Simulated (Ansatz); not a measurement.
# Al2W2O: the cost of one run

Program: Ansatz 0.2.0. Level of theory: DFT PBE, scalar-relativistic, plane waves, PAW. These are calculated values, not measurements.

1 further run of the same task is left out (set aside as unsound or not needed). Runs told in other sessions of the task aren't counted.

## 1. Starting point

Symmetry: P6/mmm, No. 191, hexagonal system. Conventional cell: a = 3.300 Å, b = 3.300 Å, c = 8.105 Å, α = 90.00°, β = 90.00°, γ = 120.00°. Al (site symmetry -6m2) is surrounded by 3 O at 1.91 Å and 3 Al at 1.91 Å. W (site symmetry 6mm) is surrounded by 1 O at 1.81 Å. O (site symmetry 6/mmm) is surrounded by 2 W at 1.81 Å and 6 Al at 1.91 Å.

Coordinates:

```
Al W O
1.0
     3.30041    0.00000    0.00000
    -1.65021    2.85824    0.00000
     0.00000    0.00000    8.10524
Al W O
2 2 1
Cartesian
  0.0000 1.9055 0.0000
  1.6502 0.9527 0.0000
  0.0000 0.0000 6.2913
  0.0000 0.0000 1.8139
  0.0000 0.0000 0.0000
```

Recipe of the guess: random cell by space group and Wyckoff sites (P6/mmm, No. 191). Its size is a rough estimate.

## 2. Probe: one point on a coarse mesh

Input file input.yaml:

```yaml
crystal:
  lattice:
    - [3.30041219, 0.0, 0.0]
    - [-1.65020609, 2.8582408, 0.0]
    - [0.0, 0.0, 8.10524335]
  atoms:
    - { symbol: Al, position: [0.33333333, 0.66666667, 0.0] }
    - { symbol: Al, position: [0.66666667, 0.33333333, 0.0] }
    - { symbol: W, position: [0.0, 0.0, 0.77620207] }
    - { symbol: W, position: [0.0, 0.0, 0.22379793] }
    - { symbol: O, position: [0.0, 0.0, 0.0] }
basis:
  ecutwfc: 420
kpoints:
  mp_grid: { grid: [6, 6, 2] }
hamiltonian:
  xc: pbe
scf:
  occupations: { method: gaussian, width: 0.1 }
  lower_state_search: "off"
output:
  forces: true
  stress: true
  eigenvalues: true
```

Launch:

```
$ ansatz run input.yaml --threads 1 --pin off --max-ram 2560MiB --backend cpu --events-out ev --progress --plain --runs-dir out
```

What time and memory should one allow on 1 thread of INTEL XEON PLATINUM 8581C at 2.10GHz (Emerald Rapids), shared host?

About 1.2 s, with a peak of 0.36 GiB.
